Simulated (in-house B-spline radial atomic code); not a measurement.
**Ga: ionisation energy by several methods**

The task here is to estimate one member of a computed series from the others.

The numbers are computed with in-house B-spline radial atomic code version 1 (non-relativistic, several functionals, spin-polarised, exact exchange averaged over the configuration; spherical all-electron atom at the radial basis limit), except any that are marked as measured or tabulated.

## Starting point

| Quantity | Value |
| --- | --- |
| element | gallium (Z = 31) |
| charge | 0 |
| electrons | 31 |
| configuration | [Ar] 3d10 4s2 4p1 |
| nucleus | point |

The outer shells:

[Ar] 3d10 4s2 4p1
```
[Ar] core
3d [↑↓][↑↓][↑↓][↑↓][↑↓]
4s [↑↓]
4p [↑ ][  ][  ]
```

Where spins are not typed, each open shell is filled with up spins first.

The first run:

The run's settings:

```ini
Z = 31
electrons = 31.0
configuration = [Ar] 3d10 4s2 4p1
hamiltonian = nr
method = wb97x
spin_polarised = True
exact_exchange = averaged over the configuration
```

Command:

```console
python run_scf.py task.json out
```

The settings of every run stand in task.json; they run in order.

Among the steps run: ωB97X; B3LYP; CAM-B3LYP; r2SCAN0; LC-ωPBE; HSE06.

One of the session's tables, all rows but one given; the rest of the session is left out.

| method | ΔSCF (eV) |
| --- | --- |
| B3LYP | ? |
| r2SCAN0 | 5.958 |
| ωB97X | 5.917 |
| CAM-B3LYP | 6.037 |
| LC-ωPBE | 6.074 |
| HSE06 | 5.962 |

Q: Estimate the row for B3LYP from the others.

**Answer.** ΔSCF (eV): 5.985. In the column «ΔSCF (eV)» it lies between HSE06 (5.962) and CAM-B3LYP (6.037).

Caveats from the session: These runs leave out relativity, which matters at this nuclear charge.
